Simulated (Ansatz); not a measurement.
# AlH2I (SMILES [AlH2][I]): functionals against CCSD(T) at one geometry

One table from this session's results is given with a row withheld; the runs are named, their logs left out.

Method: single points in def2-TZVPP; program: Ansatz 0.2.0, Gaussian basis.

Correlated methods freeze the cores. Filled d shells of the heavier atoms are correlated. Core potentials replace the inner electrons past krypton, and spin-orbit coupling is left out.

### The system as given

SMILES `[AlH2][I]`, 4 atoms, charge 0, spin multiplicity 1.

Atoms are counted from 1 here; the program's logs count them from 0.

Bond lengths: Al1–I2 2.521 Å, Al1–H3 1.382 Å, Al1–H4 1.508 Å. Angles: I2–Al1–H3 123.4°, I2–Al1–H4 125.1°, H3–Al1–H4 110.9°.

Coordinates:

```xyz
4

Al   -0.19610   -0.01120   -0.09590
I     1.89840   -0.63080    1.16220
H    -1.44760   -0.50300    0.22240
H    -0.29620    1.08690   -1.12420
```

Set-up of the first run:

Input file run/in.yaml:

```yaml
crystal:
  periodic: [false, false, false]
  atoms:
    - {symbol: Al, position_ang: [-0.196100, -0.011200, -0.095900]}
    - {symbol: I, position_ang: [1.898400, -0.630800, 1.162200]}
    - {symbol: H, position_ang: [-1.447600, -0.503000, 0.222400]}
    - {symbol: H, position_ang: [-0.296200, 1.086900, -1.124200]}
basis:
  gaussian: {orbitals: def2-TZVPP}
correlation: {method: ccsd_t}
output: {forces: true}
```

No record of the launch command was kept for these runs.

Among the steps run: CCSD(T)/def2-TZVPP; PBE0-D4/def2-TZVPP; wB97M-V/def2-TZVPP; r2SCAN-D4/def2-TZVPP; PBE-D4/def2-TZVPP; B97M-V/def2-TZVPP; CAM-B3LYP-D4/def2-TZVPP.

One table of the session follows, with a row left open; its other results are not shown here.

```
      method  RMS force component (eV/Å)  angle to CCSD(T) forces (°)  dipole (D)
     CCSD(T)                       1.606                    reference        0.86
     PBE0-D4                           ?                            ?           ?
     wB97M-V                       1.548                          1.4        1.00
   r2SCAN-D4                       1.602                          0.6        0.82
      PBE-D4                       1.630                          2.8        0.73
      B97M-V                       1.540                          0.6        0.61
CAM-B3LYP-D4                       1.550                          1.2        0.98
```

**Question.** Estimate the row for PBE0-D4.

As computed: RMS force component (eV/Å): 1.615; angle to CCSD(T) forces (°): 0.7; dipole (D): 0.88. In the column «RMS force component (eV/Å)» it lies between CCSD(T) (1.606) and PBE-D4 (1.630).
